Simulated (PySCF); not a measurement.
# C2H5BrSi: the cost of one run

Computed with PySCF 2.14.0 and routines of our own; the level stands in each step. Atoms count from 0.

## 1. The starting structure

9 atoms, charge 0, multiplicity 1; geometry from: GFN2-xTB.

## 2. NMR shieldings: PBE/pcSseg-1 Br:us-x2c-TZVPall-2c, spin–orbit

What the job is given:

```
{"job": {"kind": "hnmr", "xc": "PBE", "basis": {"default": "pcSseg-1", "Br": "us-x2c-TZVPall-2c"}, "rel": "so"}, "charge": 0, "multiplicity": 1}
Br     2.656002    -0.061838    -1.018735
Si     0.992418     0.014973     0.451041
C     -0.617568    -0.773965    -0.090083
C     -0.609950     0.773005    -0.153590
H      1.512314     0.070121     1.793271
H     -1.284193    -1.209535     0.640283
H     -0.687210    -1.284141    -1.041313
H     -1.273877     1.272542     0.537110
H     -0.674374     1.204831    -1.143162
```

With the program's defaults for keys left out, this is: PBE/pcSseg-1 Br:us-x2c-TZVPall-2c GIAO NMR shielding, X2C with spin-orbit coupling, screened-nuclear two-electron part, Gaussian nuclei, gas phase.

Launch:

```bash
> OMP_NUM_THREADS=1 python heavy_run.py task.json out
```

One launch serves the whole session: the jobs run in the order shown.

Q: Estimate the wall time and peak memory of this first job on 1 thread of Intel Xeon 6975P-C, shared host.

About 16 s, with a peak of 0.87 GiB.
